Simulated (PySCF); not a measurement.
# Ce(NH2)3: other functionals and bases at one geometry

An exercise on one series of results from a longer session: the logs are not shown, and one member is left open.

Method: several levels, as the steps say, no spin–orbit coupling; program: PySCF 2.14.0.

1 further run of the same task is left out (for a known fault of the program).

## The system as given

10 atoms, charge 0, spin multiplicity 1.

Bond lengths: Ce1–N2 2.280 Å, Ce1–N5 2.281 Å, Ce1–N8 2.280 Å, N2–H3 1.022 Å, N2–H4 1.022 Å, N5–H6 1.022 Å, N5–H7 1.022 Å, N8–H9 1.022 Å, N8–H10 1.022 Å. Angles: N2–Ce1–N5 119.4°, N2–Ce1–N8 119.4°, N5–Ce1–N8 120.1°, Ce1–N2–H3 127.7°, Ce1–N2–H4 127.2°, H3–N2–H4 105.0°, Ce1–N5–H6 128.4°, Ce1–N5–H7 126.5°, H6–N5–H7 105.0°, Ce1–N8–H9 127.0°, Ce1–N8–H10 127.9°, H9–N8–H10 105.1°.

Coordinates:

```
atom     x (Å)     y (Å)     z (Å)
 Ce1  -0.00799  -0.01903  -0.16377
  N2   2.26703  -0.00447  -0.01014
  H3   2.88844  -0.80219   0.13953
  H4   2.88384   0.80982  -0.04249
  N5  -1.13617   1.96151  -0.24299
  H6  -2.14504   2.11891  -0.20741
  H7  -0.72253   2.89556  -0.26395
  N8  -1.13984  -1.96630   0.19025
  H9  -0.73687  -2.89119   0.35308
 H10  -2.15087  -2.10262   0.24788
```

Formal oxidation states: Ce +3. Each metal's 1 4f electrons lie in its core potential, so multiplicities, spins and levels count the valence alone. An earlier session relaxed this geometry at PBE0, Ce lcecp-1-SVP with ECP47, N def2-SVP, H def2-SVP (singlet, point group Cs).

At PBE0 on the finer grid: E = -199.860432 Eh, HOMO -5.84 eV, LUMO -1.07 eV, Mulliken charge on Ce1 +0.99 e, largest force component 0.022 eV/Å. 

Levels to run: TPSS; PBE; PBE0, TZVP. Hardware: 2 threads of Arm Neoverse V1, shared host.

Set-up of the first run:

File run.py (the lines that set the calculation):

```python
mol = gto.M(atom='''
Ce    -0.00799    -0.01903    -0.16377
N      2.26703    -0.00447    -0.01014
H      2.88844    -0.80219     0.13953
H      2.88384     0.80982    -0.04249
N     -1.13617     1.96151    -0.24299
H     -2.14504     2.11891    -0.20741
H     -0.72253     2.89556    -0.26395
N     -1.13984    -1.96630     0.19025
H     -0.73687    -2.89119     0.35308
H     -2.15087    -2.10262     0.24788''',
    basis={'Ce': 'lcecp-1-SVP', 'N': 'def2-SVP', 'H': 'def2-SVP'},
    ecp={'Ce': 'lcecp-1-SVP'},
    charge=0, spin=0)
mf = dft.RKS(mol, xc='TPSS')
mf.grids.atom_grid = (75, 302)  # f atoms: unpruned, at least (60, 302)
mf = mf.density_fit()  # fitting sets: Ce AutoAux, N def2-universal-JKFIT, H def2-universal-JKFIT
mf.conv_tol = 1e-08; mf.max_cycle = 55
mf.kernel(dm0)  # dm0: the density of the relaxed state
```

Launch:

```bash
$ OMP_NUM_THREADS=2 python run.py
```

Among the steps run: TPSS; PBE; PBE0, TZVP.

One of the session's tables, all rows but one given; the rest of the session is left out.

```
              level  HOMO (eV)  gap (eV)  charge on Ce1 (e)  dipole (D)  largest force component (eV/Å)
PBE0 (relaxed here)      -5.84      4.77               0.99        0.53                            0.02
               TPSS          ?         ?                  ?           ?                               ?
                PBE      -4.54      2.84               0.79        0.48                            0.39
         PBE0, TZVP      -6.03      4.91               1.56        0.58                            0.44
```

Q: Estimate the row for TPSS from the others.

The run gave: HOMO (eV): -4.57; gap (eV): 3.10; charge on Ce1 (e): 0.90; dipole (D): 0.50; largest force component (eV/Å): 0.33. In the column «HOMO (eV)» it lies between PBE0 (relaxed here) (-5.84) and PBE (-4.54).

In one basis the HOMO–LUMO gap runs from 2.84 eV (PBE) to 4.77 eV (PBE0). The largest leftover force, 0.44 eV/Å with PBE0, TZVP, stands at a geometry relaxed at another level. With 4f in the core, its levels are missing from HOMO and gap, and its count is fixed, so no charge can pass from the ligands into it. Total energies of different levels can't be compared.
